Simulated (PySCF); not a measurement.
**ZrOF2: a ladder of methods**

How much do the numbers for ZrOF2 (singlet) hang on the method? All levels run at one geometry, the PBE0 minimum.

The runs use PySCF 2.14.0; several methods, basis Zr def2-TZVP with ECP28, O def2-TZVP, F def2-TZVP, scalar-relativistic core potentials, no spin–orbit coupling, density fitting.

## Step 1: The starting structure

4 atoms, charge 0, spin multiplicity 1.

Bond lengths: Zr1–O2 1.736 Å, Zr1–F3 1.934 Å, Zr1–F4 1.934 Å. Angles: O2–Zr1–F3 111.8°, O2–Zr1–F4 111.8°, F3–Zr1–F4 120.3°.

```xyz
4
charge 0 multiplicity 1
Zr   -0.0212   -0.0368   -0.1750
O    -0.8589   -1.4877    0.2780
F     1.8612   -0.1302    0.2569
F    -1.0434    1.5467    0.2569
```

## Step 2: PBE0

The steps are one call of a driver around PySCF; scf.py gives each level's set-up. Each SCF starts from the density of the minimum. The driver also runs the species with one electron less or more at the same geometry (one less: multiplicity 2, one more: multiplicity 2); their logs are not shown.

Contents of scf.py:

```python
from pyscf import gto, scf, dft
mol = gto.M(atom='''
Zr    -0.021227    -0.036767    -0.175012
O     -0.858911    -1.487728     0.277984
F      1.861159    -0.130232     0.256906
F     -1.043410     1.546664     0.256906''',
    basis={'Zr': 'def2-TZVP', 'O': 'def2-TZVP', 'F': 'def2-TZVP'},
    ecp={'Zr': 'def2-TZVP'},
    charge=0, spin=0)
mf = dft.RKS(mol, xc='PBE0')
mf.grids.atom_grid = (99, 590)
aux = {'Zr': 'def2-universal-JKFIT', 'O': 'def2-universal-JKFIT', 'F': 'def2-universal-JKFIT'}
mf = mf.density_fit(auxbasis=aux)
mf.kernel()
```

Output:

```text
init E= -322.002389878877
  HOMO = -0.327137907183373  LUMO = -0.116254394267575  gap/eV = 5.73843
cycle= 1 E= -322.002389906168  delta_E= -2.73e-08  |g|= 3.03e-05  |ddm|= 0.000195
  HOMO = -0.327139449355427  LUMO = -0.116254840471349  gap/eV = 5.73846
cycle= 2 E= -322.002389906087  delta_E= 8.07e-11  |g|= 3.51e-05  |ddm|= 2.3e-05
  HOMO = -0.327139060279766  LUMO = -0.116255055888168  gap/eV = 5.73845
cycle= 3 E= -322.002389906252  delta_E= -1.65e-10  |g|= 1.04e-05  |ddm|= 1.79e-05
  HOMO = -0.32713898279655  LUMO = -0.116254401311512  gap/eV = 5.73846
Extra cycle  E= -322.002389906207  delta_E= 4.48e-11  |g|= 1.98e-05  |ddm|= 1.28e-05
converged SCF energy = -322.002389906207
```

This level, with the species of one electron less or more, took 12 s on 8 threads, shared host.

* energy: -322.002390 Eh
* one electron less (charge +1): -321.591944 Eh (doublet, ⟨S²⟩ 0.76)
* one electron more (charge -1): -322.058307 Eh (doublet, ⟨S²⟩ 0.75)
* Mulliken charge of Zr1: +1.59 e

## Step 3: HF

Changes to scf.py since step 2:

```diff
@@ -10,2 +10 @@
-mf = dft.RKS(mol, xc='PBE0')
-mf.grids.atom_grid = (99, 590)
+mf = scf.RHF(mol)
```

Output, shortened:

```text
[... the frontier levels of the middle cycles are left out ...]
init E= -320.538918266897
  HOMO = -0.470168118625074  LUMO = -0.0151698570347989  gap/eV = 12.38113
cycle= 1 E= -320.571824181579  delta_E= -0.0329  |g|= 0.162  |ddm|= 0.325
  HOMO = -0.451406538660755  LUMO = -0.0399414827051991  gap/eV = 11.19653
cycle= 2 E= -320.572889159037  delta_E= -0.00106  |g|= 0.136  |ddm|= 0.186
  HOMO = -0.473577961611173  LUMO = -0.0328285624772207  gap/eV = 11.99340
cycle= 3 E= -320.576268494574  delta_E= -0.00338  |g|= 0.0274  |ddm|= 0.0746
cycle= 4 E= -320.576407020341  delta_E= -0.000139  |g|= 0.00882  |ddm|= 0.0156
cycle= 5 E= -320.576423283456  delta_E= -1.63e-05  |g|= 0.0022  |ddm|= 0.00643
cycle= 6 E= -320.5764258629  delta_E= -2.58e-06  |g|= 0.000734  |ddm|= 0.0031
cycle= 7 E= -320.576426545436  delta_E= -6.83e-07  |g|= 0.000305  |ddm|= 0.00165
cycle= 8 E= -320.576426695485  delta_E= -1.5e-07  |g|= 0.000113  |ddm|= 0.000843
cycle= 9 E= -320.576426712725  delta_E= -1.72e-08  |g|= 4.29e-05  |ddm|= 0.000265
cycle= 10 E= -320.576426715097  delta_E= -2.37e-09  |g|= 9.56e-06  |ddm|= 0.000122
cycle= 11 E= -320.576426715182  delta_E= -8.57e-11  |g|= 2.97e-06  |ddm|= 1.96e-05
  HOMO = -0.4683144463824  LUMO = -0.0331309210177153  gap/eV = 11.84195
Extra cycle  E= -320.57642671519  delta_E= -7.45e-12  |g|= 1.64e-06  |ddm|= 3.94e-06
converged SCF energy = -320.57642671519
```

This level, with the species of one electron less or more, took 3.1 s.

| Property | Result |
| --- | --- |
| energy | -320.576427 Eh |
| one electron less (charge +1) | -320.226658 Eh (doublet, ⟨S²⟩ 0.76) |
| one electron more (charge -1) | -320.624015 Eh (doublet, ⟨S²⟩ 0.76) |
| Mulliken charge of Zr1 | +1.99 e |

## Step 4: MP2

Changes to scf.py since step 3:

```diff
@@ -13,0 +14,2 @@
+from pyscf.mp import dfmp2
+dfmp2.DFMP2(mf, frozen=3).kernel()  # the driver gives MP2 a fitting basis of its own (RI)
```

Output, shortened:

```text
[... the frontier levels of the middle cycles are left out ...]
init E= -320.538918266897
  HOMO = -0.470168118625072  LUMO = -0.0151698570347989  gap/eV = 12.38113
cycle= 1 E= -320.571824181579  delta_E= -0.0329  |g|= 0.162  |ddm|= 0.325
  HOMO = -0.451406538660761  LUMO = -0.0399414827052063  gap/eV = 11.19653
cycle= 2 E= -320.572889159037  delta_E= -0.00106  |g|= 0.136  |ddm|= 0.186
  HOMO = -0.473577961611176  LUMO = -0.0328285624772242  gap/eV = 11.99340
cycle= 3 E= -320.576268494573  delta_E= -0.00338  |g|= 0.0274  |ddm|= 0.0746
cycle= 4 E= -320.576407020342  delta_E= -0.000139  |g|= 0.00882  |ddm|= 0.0156
cycle= 5 E= -320.576423283457  delta_E= -1.63e-05  |g|= 0.0022  |ddm|= 0.00643
cycle= 6 E= -320.5764258629  delta_E= -2.58e-06  |g|= 0.000734  |ddm|= 0.0031
cycle= 7 E= -320.576426545436  delta_E= -6.83e-07  |g|= 0.000305  |ddm|= 0.00165
cycle= 8 E= -320.576426695485  delta_E= -1.5e-07  |g|= 0.000113  |ddm|= 0.000843
cycle= 9 E= -320.576426712725  delta_E= -1.72e-08  |g|= 4.29e-05  |ddm|= 0.000265
cycle= 10 E= -320.576426715097  delta_E= -2.37e-09  |g|= 9.56e-06  |ddm|= 0.000122
cycle= 11 E= -320.576426715182  delta_E= -8.54e-11  |g|= 2.97e-06  |ddm|= 1.96e-05
  HOMO = -0.468314446382399  LUMO = -0.033130921017726  gap/eV = 11.84195
Extra cycle  E= -320.576426715189  delta_E= -7.11e-12  |g|= 1.64e-06  |ddm|= 3.94e-06
converged SCF energy = -320.576426715189
```

This level, with the species of one electron less or more, took 3.8 s.

```
energy                                                              : -321.638631 Eh
one electron less (charge +1)                                       : -321.199636 Eh (doublet, ⟨S²⟩ 0.76)
one electron more (charge -1)                                       : -321.686710 Eh (doublet, ⟨S²⟩ 0.76)
MP2 correlation in its own fitting basis (same spin, opposite spin) : -1.06220 Eh (-0.30000, -0.76220)
```

## Step 5: PBE

Changes to scf.py since step 4:

```diff
@@ -10 +10,2 @@
-mf = scf.RHF(mol)
+mf = dft.RKS(mol, xc='PBE')
+mf.grids.atom_grid = (99, 590)
@@ -14,2 +14,0 @@
-from pyscf.mp import dfmp2
-dfmp2.DFMP2(mf, frozen=3).kernel()  # the driver gives MP2 a fitting basis of its own (RI)
```

Output, shortened:

```text
[... the frontier levels of the middle cycles are left out ...]
init E= -322.042612322648
  HOMO = -0.26300868009723  LUMO = -0.15259435541568  gap/eV = 3.00453
cycle= 1 E= -322.035198526058  delta_E= 0.00741  |g|= 0.25  |ddm|= 0.233
  HOMO = -0.300466478301223  LUMO = -0.119123179980299  gap/eV = 4.93460
cycle= 2 E= -321.918427812318  delta_E= 0.117  |g|= 0.815  |ddm|= 0.519
  HOMO = -0.258951989647001  LUMO = -0.138263059271363  gap/eV = 3.28411
cycle= 3 E= -322.045039605878  delta_E= -0.127  |g|= 0.127  |ddm|= 0.389
cycle= 4 E= -322.047637524356  delta_E= -0.0026  |g|= 0.0424  |ddm|= 0.0733
cycle= 5 E= -322.04799325611  delta_E= -0.000356  |g|= 0.00916  |ddm|= 0.0294
cycle= 6 E= -322.048011485127  delta_E= -1.82e-05  |g|= 0.00173  |ddm|= 0.00571
cycle= 7 E= -322.048012053387  delta_E= -5.68e-07  |g|= 0.000381  |ddm|= 0.000765
cycle= 8 E= -322.048012079963  delta_E= -2.66e-08  |g|= 6.49e-05  |ddm|= 0.000166
cycle= 9 E= -322.04801208075  delta_E= -7.88e-10  |g|= 4.69e-06  |ddm|= 3.26e-05
  HOMO = -0.26825157558795  LUMO = -0.143468631777676  gap/eV = 3.39552
Extra cycle  E= -322.048012080734  delta_E= 1.61e-11  |g|= 1.09e-05  |ddm|= 7.03e-06
converged SCF energy = -322.048012080734
```

This level, with the species of one electron less or more, took 20 s.

* energy: -322.048012 Eh
* one electron less (charge +1): -321.640006 Eh (doublet, ⟨S²⟩ 0.76)
* one electron more (charge -1): -322.100971 Eh (doublet, ⟨S²⟩ 0.75)
* Mulliken charge of Zr1: +1.44 e

## Step 6: r2SCAN

Changes to scf.py since step 5:

```diff
@@ -10 +10 @@
-mf = dft.RKS(mol, xc='PBE')
+mf = dft.RKS(mol, xc='R2SCAN')
```

Output, shortened:

```text
[... the frontier levels of the middle cycles are left out ...]
init E= -322.197964087409
  HOMO = -0.281967233393265  LUMO = -0.133624582889453  gap/eV = 4.03661
cycle= 1 E= -322.198702257018  delta_E= -0.000738  |g|= 0.0514  |ddm|= 0.118
  HOMO = -0.283065008252968  LUMO = -0.121575238977513  gap/eV = 4.39436
cycle= 2 E= -322.194437956002  delta_E= 0.00426  |g|= 0.154  |ddm|= 0.117
  HOMO = -0.275852334758021  LUMO = -0.126654051494569  gap/eV = 4.05989
cycle= 3 E= -322.199173955432  delta_E= -0.00474  |g|= 0.0291  |ddm|= 0.0804
cycle= 4 E= -322.199306776517  delta_E= -0.000133  |g|= 0.0137  |ddm|= 0.0202
cycle= 5 E= -322.199338544229  delta_E= -3.18e-05  |g|= 0.00108  |ddm|= 0.00676
cycle= 6 E= -322.199338776536  delta_E= -2.32e-07  |g|= 0.000165  |ddm|= 0.000532
cycle= 7 E= -322.199338782052  delta_E= -5.52e-09  |g|= 3.44e-05  |ddm|= 0.000106
cycle= 8 E= -322.199338782275  delta_E= -2.23e-10  |g|= 5.01e-06  |ddm|= 2.18e-05
  HOMO = -0.279591264086834  LUMO = -0.128707614789732  gap/eV = 4.10575
Extra cycle  E= -322.199338782246  delta_E= 2.93e-11  |g|= 1.36e-05  |ddm|= 8.31e-06
converged SCF energy = -322.199338782246
```

This level, with the species of one electron less or more, took 42 s on 8 threads, shared host.

```
energy                        : -322.199339 Eh
one electron less (charge +1) : -321.792505 Eh (doublet, ⟨S²⟩ 0.76)
one electron more (charge -1) : -322.254579 Eh (doublet, ⟨S²⟩ 0.75)
Mulliken charge of Zr1        : +1.60 e
```

## Step 7: B3LYP

Changes to scf.py since step 6:

```diff
@@ -10 +10 @@
-mf = dft.RKS(mol, xc='R2SCAN')
+mf = dft.RKS(mol, xc='B3LYP')
```

Output, shortened:

```text
[... the frontier levels of the middle cycles are left out ...]
init E= -322.302555958744
  HOMO = -0.317096215357802  LUMO = -0.130162199295054  gap/eV = 5.08673
cycle= 1 E= -322.304021263927  delta_E= -0.00147  |g|= 0.0395  |ddm|= 0.104
  HOMO = -0.311409676578377  LUMO = -0.132240901140236  gap/eV = 4.87543
cycle= 2 E= -322.302666795691  delta_E= 0.00135  |g|= 0.0938  |ddm|= 0.0502
  HOMO = -0.318912050219286  LUMO = -0.130516625391959  gap/eV = 5.12650
cycle= 3 E= -322.304143033131  delta_E= -0.00148  |g|= 0.0206  |ddm|= 0.0477
cycle= 4 E= -322.304223128314  delta_E= -8.01e-05  |g|= 0.00599  |ddm|= 0.0109
cycle= 5 E= -322.30422883904  delta_E= -5.71e-06  |g|= 0.000585  |ddm|= 0.00293
cycle= 6 E= -322.304228915928  delta_E= -7.69e-08  |g|= 7.63e-05  |ddm|= 0.000508
cycle= 7 E= -322.304228916944  delta_E= -1.02e-09  |g|= 2.09e-05  |ddm|= 4.64e-05
cycle= 8 E= -322.304228917031  delta_E= -8.73e-11  |g|= 4.22e-06  |ddm|= 1.47e-05
  HOMO = -0.317794356543438  LUMO = -0.131300694554476  gap/eV = 5.07475
Extra cycle  E= -322.304228917028  delta_E= 3.87e-12  |g|= 6.46e-06  |ddm|= 5.9e-06
converged SCF energy = -322.304228917028
```

This level, with the species of one electron less or more, took 18 s.

| Property | Result |
| --- | --- |
| energy | -322.304229 Eh |
| one electron less (charge +1) | -321.889796 Eh (doublet, ⟨S²⟩ 0.76) |
| one electron more (charge -1) | -322.362812 Eh (doublet, ⟨S²⟩ 0.75) |
| Mulliken charge of Zr1 | +1.59 e |

## Step 8: All levels side by side

| level | atomisation energy (kJ/mol) | vertical ionisation energy (eV) | vertical electron affinity (eV) | −ε(HOMO) (eV) | gap (eV) | dipole (D) | wall time |
| --- | --- | --- | --- | --- | --- | --- | --- |
| PBE0 | 1967 | 11.17 | 1.52 | 8.90 | 5.74 | 4.38 | 12 s |
| HF | 1298 | 9.52 | 1.29 | 12.74 | 11.84 | 5.12 | 3.1 s |
| MP2 | 2099 | 11.95 | 1.31 | – | – | – | 3.8 s |
| PBE | 2104 | 11.10 | 1.44 | 7.30 | 3.40 | 4.14 | 20 s |
| r2SCAN | 2042 | 11.07 | 1.50 | 7.61 | 4.11 | 4.33 | 42 s |
| B3LYP | 1966 | 11.28 | 1.59 | 8.65 | 5.07 | 4.37 | 18 s |

Times are for 8 threads, shared host; PBE0 starts from its own converged density, so its time is not comparable. A dash stands where a species or a free atom was not run at that level, or the quantity is not defined.

Atomisation goes to high-spin atoms in their ground configurations, run at the same level, without zero-point energy.

## Step 9: Results

| quantity | value |
| --- | --- |
| atomisation energy, range | 1298 (HF) to 2104 (PBE) kJ/mol |
| vertical ionisation energy, range | 9.52 (HF) to 11.95 (MP2) eV |
| vertical electron affinity, range | 1.29 (HF) to 1.59 (B3LYP) eV |
| orbital gap, range | 3.40 (PBE) to 11.84 (HF) eV |

What this shows: The atomisation energy spreads over 806 kJ/mol, from HF to PBE; without a CCSD(T) value for it there is no yardstick here. Without diffuse functions electron affinities tend to come out too low.
